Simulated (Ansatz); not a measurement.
# SnSiH6O (SMILES [SiH3][O][SnH3]): HSE06/def2-SVP (core potential)

Aim: the energy change on altering one bond length of SnSiH6O at HSE06/def2-SVP (core potential), from 2 runs. 

Program for the calculation: Ansatz 0.2.0.

70 further runs of the same task are left out: 70 set aside as unsound or not needed.

## (1) The molecule

SnSiH6O: 9 atoms, total charge 0, spin state singlet. SMILES: `[SiH3][O][SnH3]`. The shape is that of a PBE0-D4/def2-TZVP optimisation.

Bond lengths: Si1–O2 1.627 Å, O2–Sn3 1.963 Å, Si1–H4 1.492 Å, Si1–H5 1.486 Å, Si1–H6 1.492 Å, Sn3–H7 1.699 Å, Sn3–H8 1.705 Å, Sn3–H9 1.705 Å. Some angles: Si1–O2–Sn3 136.6°, O2–Si1–H4 111.4°, O2–Si1–H5 109.0°, O2–Si1–H6 111.4°, O2–Sn3–H7 103.7°, O2–Sn3–H8 106.7°, O2–Sn3–H9 106.7°, H4–Si1–H5 108.8°, H4–Si1–H6 107.4°, H5–Si1–H6 108.8°.

## (2) A single-point energy at HSE06/def2-SVP (core potential)

Contents of job.yaml:

```yaml
crystal:
  periodic: [false, false, false]
  atoms:
    - {symbol: Si, position_ang: [-0.707500, 1.106300, -0.961800]}
    - {symbol: O, position_ang: [0.549600, 0.232700, -0.411000]}
    - {symbol: Sn, position_ang: [0.837100, -1.145700, 0.956400]}
    - {symbol: H, position_ang: [-1.786000, 0.228100, -1.502000]}
    - {symbol: H, position_ang: [-0.233000, 2.004100, -2.046400]}
    - {symbol: H, position_ang: [-1.309600, 1.937400, 0.121200]}
    - {symbol: H, position_ang: [2.493700, -1.499800, 0.829900]}
    - {symbol: H, position_ang: [-0.166000, -2.460900, 0.544700]}
    - {symbol: H, position_ang: [0.410100, -0.448400, 2.452000]}
basis:
  gaussian: {orbitals: def2-SVP}
magnetization: {spin_polarized: false}
output: {orbitals: {seedname: orbitals}}
hamiltonian: {xc: {name: HSE06}}
accuracy: high
```

Run with:

```
$ ansatz run job.yaml --threads 1 --pin off --max-ram 3480MiB --events-out events.jsonl --progress --plain --runs-dir runs
```

What it wrote:

```text
Warning: RAYON_NUM_THREADS=1 ignored (pool sized by the plan → 1); use --threads N
Functional definition: HSE06
  name "HSE06"
  parameter a = 0.25
  parameter omega = 0.11/bohr
  exchange = pbe_x - a*pbe_x_sr(omega) + a*exact_x_sr(omega)
  correlation = pbe_c
2073 factors; integrals over basis functions are off by at most 8.6e-9 eV
108 factors; integrals over basis functions are off by at most 2.2e-9 eV
mean field evaluation 1: about -15839.3687 eV, gradient 5.0e1 eV
mean field evaluation 2: about -15818.2373 eV, gradient 1.1e2 eV
mean field evaluation 4: about -15843.9064 eV, gradient 2.3e0 eV
mean field evaluation 8: about -15844.0449 eV, gradient 2.1e-1 eV
mean field evaluation 16: about -15844.0450 eV, gradient 3.0e-6 eV
mean field -15844.04501368 eV, -582.2579147731 hartree, gradient 2.7e-8 eV, S^2 0.000000; 0 other end points of the search recorded, 0 dependent functions left out
reference -15844.04501782 eV, -582.2579149256 hartree; 25, 25 occupied and 63, 63 virtual orbitals, 2073 factors
Total energy: -15844.04501782 eV, -582.2579149256 hartree
```

Run time: 6.3 s. Hardware: 1 thread of Intel Xeon 6975P-C (Granite Rapids), shared host; peak memory 0.34 GiB.

## (3) The distorted shape

Contents of molecule.yaml:

```yaml
crystal:
  periodic: [false, false, false]
  atoms:
    - {symbol: Si, position_ang: [-1.087097, 0.388066, -0.094127]}
    - {symbol: O, position_ang: [0.170003, -0.485534, 0.456673]}
    - {symbol: Sn, position_ang: [0.457503, -1.863934, 1.824073]}
    - {symbol: H, position_ang: [-2.165597, -0.490134, -0.634327]}
    - {symbol: H, position_ang: [-0.233000, 2.004100, -2.046400]}
    - {symbol: H, position_ang: [-1.689197, 1.219166, 0.988873]}
    - {symbol: H, position_ang: [2.114103, -2.218034, 1.697573]}
    - {symbol: H, position_ang: [-0.545597, -3.179134, 1.412373]}
    - {symbol: H, position_ang: [0.030503, -1.166634, 3.319673]}
basis:
  gaussian: {orbitals: def2-SVP}
hamiltonian: {xc: {name: HSE06}}
accuracy: high
output: {orbitals: {seedname: orbitals}}
```

Run with:

```
$ ansatz run molecule.yaml --threads 1 --pin off --max-ram 3480MiB --events-out events.jsonl --progress --plain --runs-dir runs
```

What it wrote (excerpt; [...] marks lines left out):

```text
Warning: RAYON_NUM_THREADS=1 ignored (pool sized by the plan → 1); use --threads N
[... 6 set-up lines as earlier in the session ...]
2040 factors; integrals over basis functions are off by at most 3.8e-9 eV
113 factors; integrals over basis functions are off by at most 1.6e-9 eV
mean field evaluation 1: about -15836.2131 eV, gradient 5.0e1 eV
mean field evaluation 2: about -15814.1044 eV, gradient 1.1e2 eV
mean field evaluation 4: about -15840.0335 eV, gradient 1.0e1 eV
mean field evaluation 8: about -15840.8142 eV, gradient 6.6e-1 eV
mean field evaluation 16: about -15840.8156 eV, gradient 4.7e-5 eV
mean field -15840.81556659 eV, -582.1392347819 hartree, gradient 3.9e-8 eV, S^2 0.000000; 0 other end points of the search recorded, 0 dependent functions left out
reference -15840.81557096 eV, -582.1392349422 hartree; 25, 25 occupied and 63, 63 virtual orbitals, 2040 factors
Total energy: -15840.81557096 eV, -582.1392349422 hartree
```

Run time: 6.3 s. Hardware: 1 thread of Intel Xeon 6975P-C (Granite Rapids), shared host; peak memory 0.34 GiB.

## (4) Summary of results

Level: HSE06/def2-SVP (core potential).

```
                                                          quantity          value
                                         first shape: total energy  -582.25791 Eh
                                          first shape: HOMO energy       -7.72 eV
                                          first shape: LUMO energy       -0.82 eV
                                        first shape: HOMO–LUMO gap        6.90 eV
                                     distorted shape: total energy  -582.13923 Eh
                                      distorted shape: HOMO energy       -6.13 eV
                                      distorted shape: LUMO energy       -2.42 eV
                                    distorted shape: HOMO–LUMO gap        3.71 eV
energy change with the Si1–H5 bond stretched from 1.486 to 2.674 Å       3.229 eV
```

One bond (distorted shape) is far stretched, which a spin-restricted single reference describes badly; a broken-symmetry solution may lie lower. With the Si1–H5 bond stretched from 1.486 to 2.674 Å the energy rises by 3.23 eV (74 kcal/mol). The first shape isn't relaxed at this level, so the change isn't measured from a minimum. A restricted reference can't describe the breaking bond well at this length.
